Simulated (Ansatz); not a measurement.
# BaGe3C3: the cost of one run

Computed with Ansatz 0.2.0 (DFT PBE, scalar-relativistic, plane waves, PAW, unless a step's input says otherwise).

### 1 The system as given

It takes space group Pm-3n (No. 223, cubic). The conventional cell has a = 5.437 Å, b = 5.437 Å, c = 5.437 Å, α = 90.00°, β = 90.00°, γ = 90.00°. Around Ba (site symmetry m-3) lie 12 Ge at 3.04 Å and 12 C at 3.04 Å. Around Ge (site symmetry -4m2) lie 4 C at 1.92 Å. C (site symmetry -4m2) has 4 Ge at 1.92 Å as nearest neighbours.

Coordinates:

```cif
data_structure
_symmetry_space_group_name_H-M 'P 1'
_symmetry_Int_Tables_number 1
_cell_length_a 5.4368
_cell_length_b 5.4368
_cell_length_c 5.4368
_cell_angle_alpha 90.000
_cell_angle_beta 90.000
_cell_angle_gamma 90.000
_cell_volume 160.71
loop_
_atom_site_label
_atom_site_type_symbol
_atom_site_fract_x
_atom_site_fract_y
_atom_site_fract_z
_atom_site_occupancy
Ba1 Ba 0.50000 0.50000 0.50000 1
Ba2 Ba 0.00000 0.00000 0.00000 1
Ge1 Ge 0.50000 0.00000 0.75000 1
Ge2 Ge 0.75000 0.50000 0.00000 1
Ge3 Ge 0.00000 0.75000 0.50000 1
Ge4 Ge 0.50000 0.00000 0.25000 1
Ge5 Ge 0.25000 0.50000 0.00000 1
Ge6 Ge 0.00000 0.25000 0.50000 1
C1 C 0.00000 0.50000 0.75000 1
C2 C 0.75000 0.00000 0.50000 1
C3 C 0.50000 0.75000 0.00000 1
C4 C 0.00000 0.50000 0.25000 1
C5 C 0.25000 0.00000 0.50000 1
C6 C 0.50000 0.25000 0.00000 1
```

Recipe of the guess: 4-connected net, two elements alternating, guests in its cages (Pm-3n, No. 223). The dimensions are guesses.

### 2 A first look at the guess

input.yaml

```yaml
crystal:
  lattice:
    - [5.43680262, 0.0, 0.0]
    - [0.0, 5.43680262, 0.0]
    - [0.0, 0.0, 5.43680262]
  atoms:
    - { symbol: Ba, position: [0.5, 0.5, 0.5] }
    - { symbol: Ba, position: [0.0, 0.0, 0.0] }
    - { symbol: Ge, position: [0.5, 0.0, 0.75] }
    - { symbol: Ge, position: [0.75, 0.5, 0.0] }
    - { symbol: Ge, position: [0.0, 0.75, 0.5] }
    - { symbol: Ge, position: [0.5, 0.0, 0.25] }
    - { symbol: Ge, position: [0.25, 0.5, 0.0] }
    - { symbol: Ge, position: [0.0, 0.25, 0.5] }
    - { symbol: C, position: [0.0, 0.5, 0.75] }
    - { symbol: C, position: [0.75, 0.0, 0.5] }
    - { symbol: C, position: [0.5, 0.75, 0.0] }
    - { symbol: C, position: [0.0, 0.5, 0.25] }
    - { symbol: C, position: [0.25, 0.0, 0.5] }
    - { symbol: C, position: [0.5, 0.25, 0.0] }
basis:
  ecutwfc: 420
kpoints:
  mp_grid: { grid: [4, 4, 4] }
hamiltonian:
  xc: pbe
scf:
  occupations: { method: gaussian, width: 0.1 }
  lower_state_search: "off"
output:
  forces: true
  stress: true
  eigenvalues: true
```

Launch:

```console
$ ansatz run input.yaml --threads 1 --pin off --max-ram 2560MiB --backend cpu --events-out ev --progress --plain --runs-dir out
```

**Question.** How long does this run take on 1 thread of Arm Neoverse V1, shared host, and how much memory does it need?

About 11 s, with a peak of 0.47 GiB.
